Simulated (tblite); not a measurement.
# C14H14F2Si: the cost of one run

Computed with tblite 0.8.0 and PySCF 2.14.0 and routines of our own; the level stands in each step. Atoms count from 0.

## Step 1: The system as given

31 atoms, charge 0, multiplicity 1; geometry from: force field or distance geometry start.

## Step 2: Geometry optimisation with GFN2-xTB

What the job is given:

```
{"job": {"kind": "relax", "xc": "GFN2-xTB", "basis": "xTB"}, "charge": 0, "multiplicity": 1}
C     -1.610500    -0.368700    -1.829200
C     -2.021100    -0.144300    -0.424900
C     -3.291100    -0.508400     0.020400
C     -3.664100    -0.287600     1.344500
C     -2.787000     0.255100     2.272500
C     -1.529300     0.602500     1.824500
F     -0.601700     1.156100     2.664500
C     -1.126000     0.414900     0.519500
C      0.189900     0.756500     0.012000
C      0.413500     2.013700    -0.503500
F     -0.601300     2.895300    -0.535300
C      1.686800     2.288900    -0.971800
C      2.703700     1.375000    -0.925300
C      2.455500     0.123300    -0.414100
Si     3.760900    -1.174400    -0.316000
C      1.188800    -0.183400     0.073900
C      0.870500    -1.533900     0.644500
H     -0.789700     0.304600    -2.066400
H     -2.515300    -0.181100    -2.445000
H     -1.322800    -1.437300    -1.914700
H     -4.008900    -0.936300    -0.689900
H     -4.665500    -0.566600     1.704500
H     -3.100800     0.408600     3.296900
H      1.920800     3.269300    -1.396700
H      3.705200     1.624400    -1.306700
H      4.734000    -0.829900    -1.342100
H      3.114600    -2.470600    -0.623200
H      4.324000    -1.260600     1.038100
H      1.787800    -1.877500     1.197400
H      0.022100    -1.497100     1.338200
H      0.745100    -2.201000    -0.231900
```

Launch:

```console
$ OMP_NUM_THREADS=1 python excited_run.py task.json out
```

One launch serves the whole session: the jobs run in the order shown.

**Question.** How long does this run take on 1 thread of Arm Neoverse V2, shared host?

About 4 s.
